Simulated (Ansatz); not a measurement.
# CH3FOSi: ionisation energy by level of theory

How much energy removes an electron from CH3FOSi at fixed geometry? The cation is run at each level and the neutral's energy taken from earlier runs.

Program: Ansatz 0.2.0, Gaussian basis. Level of theory: unrestricted cation, the program's frozen cores in correlated methods. These are calculated values, not measurements.

Plan: UKS PBE-D4/def2-TZVPP; UKS r2SCAN-D4/def2-TZVPP; UKS PBE0-D4/def2-TZVPP; UKS B3LYP-D4/def2-TZVPP; UKS wB97X-V/def2-TZVPP; UKS wB97M-V/def2-TZVPP; UKS B2PLYP/def2-TZVPP; UHF-CCSD(T)/def2-TZVPP; UHF-MP2/def2-QZVPP; extrapolation to the limit; then −ε(HOMO) from the neutral's earlier runs with LDA (SPW92), PBE-D4, revPBE-D4, BLYP-D4, r2SCAN-D4, B97M-V, PBE0-D4, B3LYP-D4, r2SCANh-D4, r2SCAN0-D4, HSE06-D4, BHLYP-D4, CAM-B3LYP-D4, LC-ωPBE, ωB97X-V, ωB97M-V.

### Step 1. The geometry

An earlier PBE0-D4 in a triple-zeta def2 set relaxation fixed the geometry.

SMILES `CO[Si]F`, 7 atoms, charge 0, spin multiplicity 1.

Atoms are counted from 1 here; the program's logs count them from 0.

Bond lengths: C1–O2 1.415 Å, C1–H5 1.092 Å, C1–H6 1.092 Å, C1–H7 1.092 Å, O2–Si3 1.628 Å, Si3–F4 1.622 Å. Angles: O2–C1–H5 111.5°, O2–C1–H6 108.9°, O2–C1–H7 108.9°, H5–C1–H6 109.4°, H5–C1–H7 109.4°, H6–C1–H7 108.7°, C1–O2–Si3 132.8°, O2–Si3–F4 102.4°.

### Step 2. Cation, UKS PBE-D4/def2-TZVPP

Contents of in.yaml:

```yaml
crystal:
  periodic: [false, false, false]
  atoms:
    - {symbol: C, position_ang: [-0.503555, 0.227098, 0.590963]}
    - {symbol: O, position_ang: [0.658062, 0.670219, -0.085438]}
    - {symbol: Si, position_ang: [1.551000, 0.028464, -1.285651]}
    - {symbol: F, position_ang: [0.775260, -1.362541, -1.591298]}
    - {symbol: H, position_ang: [-0.842010, -0.740100, 0.213769]}
    - {symbol: H, position_ang: [-0.281997, 0.142925, 1.656553]}
    - {symbol: H, position_ang: [-1.295659, 0.965935, 0.455501]}
basis:
  gaussian: {orbitals: def2-TZVPP}
total_charge: 1
magnetization: {spin_polarized: true, initial_magnetization: 1}
hamiltonian: {xc: pbe, dispersion: d4}
```

After this run come: Cation, UKS r2SCAN-D4/def2-TZVPP; Cation, UKS PBE0-D4/def2-TZVPP; Cation, UKS B3LYP-D4/def2-TZVPP; Cation, UKS wB97X-V/def2-TZVPP; Cation, UKS wB97M-V/def2-TZVPP; Cation, UKS B2PLYP (frozen core)/def2-TZVPP; Cation, UHF-CCSD(T)/def2-TZVPP; Cation, UHF-MP2/def2-QZVPP.

Before running them: what should the planned runs give, taken together? Wanted: ionisation energy, CCSD(T)/CBS; nearest functional by difference; nearest −ε(HOMO); −ε(HOMO) of PBE; T1 of the cation.

The runs gave:

| quantity | value |
| --- | --- |
| ionisation energy, CCSD(T)/CBS | 10.23 eV |
| nearest functional by difference | ωB97M-V (-0.08 eV) |
| nearest −ε(HOMO) | LC-ωPBE (+0.01 eV) |
| −ε(HOMO) of PBE | 6.43 eV |
| T1 of the cation | 0.019 |

Energy differences with functionals land within 0.43 eV of the reference. −ε(HOMO) of PBE misses by 3.8 eV, since self-interaction lifts the level. Among orbital estimates LC-ωPBE comes nearest. Hartree-Fock falls 1.12 eV short, as the neutral has more correlation energy than the cation.
